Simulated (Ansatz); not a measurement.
**C2H8BNO: a ladder of functionals and wavefunction methods**

An exercise on one series of results from a longer session: the logs are not shown, and one member is left open.

The runs use Ansatz 0.2.0, Gaussian basis; functionals in def2-TZVPP, the program's frozen cores in correlated methods.

Plan: LDA (SPW92), PBE-D4, revPBE-D4, BLYP-D4, r2SCAN-D4, B97M-V, PBE0-D4, B3LYP-D4, r2SCANh-D4, r2SCAN0-D4, HSE06-D4, BHLYP-D4, CAM-B3LYP-D4, LC-ωPBE, ωB97X-V, ωB97M-V, B2PLYP, PBE-QIDH; CCSD(T)/def2-SVP; CCSD(T)/def2-TZVPP; MP2/def2-QZVPP; extrapolation to the limit; RPA on PBE.

### The geometry

The geometry comes from an earlier relaxation with PBE0-D4 in a triple-zeta def2 set; it is a stationary point, not always the lowest conformer.

13 atoms, charge 0, spin multiplicity 1.

Atoms are counted from 1 here; the program's logs count them from 0.

Bond lengths: B1–C2 1.572 Å, B1–O5 1.353 Å, B1–H6 1.207 Å, C2–C3 1.522 Å, C2–N4 1.462 Å, C2–H7 1.112 Å, C3–H8 1.091 Å, C3–H9 1.092 Å, C3–H10 1.095 Å, N4–H11 1.013 Å, N4–H12 1.012 Å, O5–H13 0.960 Å. Angles: C2–B1–O5 119.3°, C2–B1–H6 121.1°, O5–B1–H6 119.5°, B1–C2–C3 113.8°, B1–C2–N4 110.4°, B1–C2–H7 103.4°, C3–C2–N4 110.0°, C3–C2–H7 106.9°, N4–C2–H7 112.1°, C2–C3–H8 111.1°, C2–C3–H9 110.4°, C2–C3–H10 111.0°, H8–C3–H9 108.5°, H8–C3–H10 108.1°, H9–C3–H10 107.7°, C2–N4–H11 111.0°, C2–N4–H12 111.1°, H11–N4–H12 107.4° and more.

The first run:

Input file in.yaml:

```yaml
crystal:
  periodic: [false, false, false]
  atoms:
    - {symbol: B, position_ang: [0.384394, 0.926923, 0.838371]}
    - {symbol: C, position_ang: [-0.281922, -0.310698, 0.135348]}
    - {symbol: C, position_ang: [-0.357797, -0.189753, -1.379550]}
    - {symbol: N, position_ang: [0.413947, -1.542262, 0.503391]}
    - {symbol: O, position_ang: [0.261702, 2.152264, 0.277174]}
    - {symbol: H, position_ang: [0.959295, 0.810613, 1.893545]}
    - {symbol: H, position_ang: [-1.327460, -0.290978, 0.514432]}
    - {symbol: H, position_ang: [-0.864692, 0.730572, -1.674953]}
    - {symbol: H, position_ang: [0.645166, -0.186736, -1.812252]}
    - {symbol: H, position_ang: [-0.904665, -1.032548, -1.813855]}
    - {symbol: H, position_ang: [-0.120944, -2.357460, 0.228564]}
    - {symbol: H, position_ang: [0.553564, -1.596101, 1.504512]}
    - {symbol: H, position_ang: [0.660011, 2.851365, 0.799975]}
basis:
  gaussian: {orbitals: def2-TZVPP}
hamiltonian: {xc: lda}
output: {orbitals: {seedname: orbitals}}
```

Launch:

```
> ansatz run in.yaml --threads 4 --pin off --events-out ev --progress --plain --max-ram 10444MiB
```

Steps of the session up to this table: LDA; PBE-D4 (GGA); revPBE-D4 (GGA); BLYP-D4 (GGA); r2SCAN-D4 (meta-GGA); B97M-V (meta-GGA); PBE0-D4 (hybrid); B3LYP-D4 (hybrid); r2SCANh-D4 (hybrid); r2SCAN0-D4 (hybrid); HSE06-D4 (hybrid); BHLYP-D4 (hybrid); CAM-B3LYP-D4 (range-separated); LC-ωPBE (range-separated); ωB97X-V (range-separated); ωB97M-V (range-separated); B2PLYP (double hybrid); PBE-QIDH (double hybrid).

One of the session's tables, all rows but one given; the rest of the session is left out.

It belongs to the step «Orbital energies across the functionals». 

```
  functional  HOMO (eV)  gap (eV)
 LDA (SPW92)      -5.26      3.94
      PBE-D4      -5.16      4.13
   revPBE-D4      -5.11      4.20
     BLYP-D4          ?         ?
   r2SCAN-D4      -5.46      4.82
      B97M-V      -5.64      4.93
     PBE0-D4      -6.63      6.62
    B3LYP-D4      -6.41      6.13
  r2SCANh-D4      -6.01      5.72
  r2SCAN0-D4      -6.84      7.06
    HSE06-D4      -6.23      5.82
    BHLYP-D4      -8.06      9.01
CAM-B3LYP-D4      -8.10      9.12
     LC-ωPBE      -9.47     11.76
     ωB97X-V      -9.13     11.27
     ωB97M-V      -9.04     10.89
```

**Question.** Estimate the row for BLYP-D4.

Worked estimate for «HOMO (eV)». Against the share of exact exchange, B3LYP-D4 (0.2, -6.41), BHLYP-D4 (0.5, -8.06) give a slope of -5.50 per unit share; at 0 the line stands at -5.31.

**Answer.** HOMO (eV): -5.07; gap (eV): 4.16. In «HOMO (eV)» the line misses by -0.24.
